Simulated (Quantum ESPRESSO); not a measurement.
Ti4Ru under changes of volume

One of the cells (16.332 Å³/atom); the others are scaled copies at fixed shape and fractional positions:

```
Ru Ti
1.0
     0.00000    2.37271   11.05393
     1.55677    0.00000   11.05393
     1.55677    2.37271    0.00000
Ru Ti
1 4
Direct
  0.00000 0.00000 0.00000
  0.59038 0.59038 0.40962
  0.19693 0.19693 0.80307
  0.80307 0.80307 0.19693
  0.40962 0.40962 0.59038
```

The cell comes from a database or a generator and needn't be the stable form of this composition.

- Program: Quantum ESPRESSO 7.5
- Functional: LDA
- Potentials or basis: GBRV 1.5 LDA
- Cutoff: 612 eV
- Density cutoff: 4898 eV
- k mesh: 7 × 7 × 7
- Occupations: fermi-dirac, width 0.05 eV
- Spin: no spin polarisation

```tsv
volume (Å³/atom)	energy over the lowest point (meV/atom)	pressure (GPa)
15.352	0.00	-1.1
15.679	?	?
16.006	17.31	-7.2
16.332	34.66	-9.8
16.659	57.07	-12.2
16.986	84.03	-14.3
17.312	115.09	-16.2
```

Problem. What does the run at 15.679 Å³/atom give?

Solution. Energy over the lowest point 5.55 meV/atom; pressure -4.3 GPa.

Worked out: A Birch-Murnaghan fit of order 3 (a polynomial in V^(-2/3)) to the other rows has its minimum at 15.25 Å³/atom, just outside them, with B0 = V·E''(V) = 162 GPa and B' = 3.8 at fixed shape and positions, which overstates the stiffness. It gives 5.56 meV/atom at 15.679 Å³/atom, against the run's 5.55, and -dE/dV = -4.3 GPa, against -4.3.

Energies are extrapolated to zero smearing.
